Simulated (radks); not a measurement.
# Sn⁴⁻ held by a Watson sphere

Aim: the size and levels of Sn⁴⁻ inside a shell of charge +4 and radius R, which stands for the Madelung well of a crystal, for several R.

The numbers are computed with radks (a radial shooting solver on a logarithmic mesh, Libxc functionals) version 1 (scalar-relativistic Kohn-Sham, PBEsol, spin-polarised, spherical densities, finite nucleus), except any that are marked as measured or tabulated.

## 1. The system

- element: tin (Z = 50)
- charge: -4
- electrons: 54
- configuration: [Xe]
- nuclear rms radius: 4.6519 fm

The outer shells:

Sn⁴⁻
```
[Kr] core
4d [↑↓][↑↓][↑↓][↑↓][↑↓]
5s [↑↓]
5p [↑↓][↑↓][↑↓]
```

## 2. R = 2.47 bohr

The run's settings:

```text
Z 50
configuration [Xe]
relativity scalar-relativistic
functional pbe_sol,pbe_sol
spin polarised
nucleus finite rms 4.6519 fm
c 137.035999084
watson charge 4 radius 2.47 bohr
response adiabatic LDA kernel
```

## 3. R = 2.87 bohr

Changes since step 2:

```diff
@@ -7,3 +7,3 @@
 c 137.035999084
-watson charge 4 radius 2.47 bohr
+watson charge 4 radius 2.87 bohr
 response adiabatic LDA kernel
```

## 4. R = 4.28 bohr

Changes since step 3:

```diff
@@ -7,3 +7,3 @@
 c 137.035999084
-watson charge 4 radius 2.87 bohr
+watson charge 4 radius 4.28 bohr
 response adiabatic LDA kernel
```

## 5. R = 5.26 bohr

Changes since step 4:

```diff
@@ -7,3 +7,3 @@
 c 137.035999084
-watson charge 4 radius 4.28 bohr
+watson charge 4 radius 5.26 bohr
 response adiabatic LDA kernel
```

## 6. R = 5.5 bohr

Changes since step 5:

```diff
@@ -7,3 +7,3 @@
 c 137.035999084
-watson charge 4 radius 5.26 bohr
+watson charge 4 radius 5.5 bohr
 response adiabatic LDA kernel
```

What does the calculation give? Wanted: for each run, R; highest level; its <r>; sum of <r²>; α.

**Answer**, as computed:

```tsv
R (bohr)	highest level (eV)	its <r> (bohr)	sum of <r²> (bohr²)	α (bohr³)
2.47	-7.065	2.838	91.58	50.73
2.87	-6.430	3.043	101.0	66.13
4.28	-4.430	3.821	141.2	175.3
5.26	-3.511	4.388	175.3	329.5
5.5	-3.338	4.529	184.6	380.3
```

From R = 2.47 to 5.5 bohr the top level moves from -7.065 to -3.338 eV and its mean radius from 2.84 to 4.53 bohr. A wider sphere makes a shallower well, so the ion swells. The polarisability goes from 50.7 to 380 bohr³. Response by self-consistent Sternheimer equations with the Hartree and adiabatic LDA kernel, the relativistic mass of each level held fixed and spin-orbit coupling left out. The sphere does not respond.
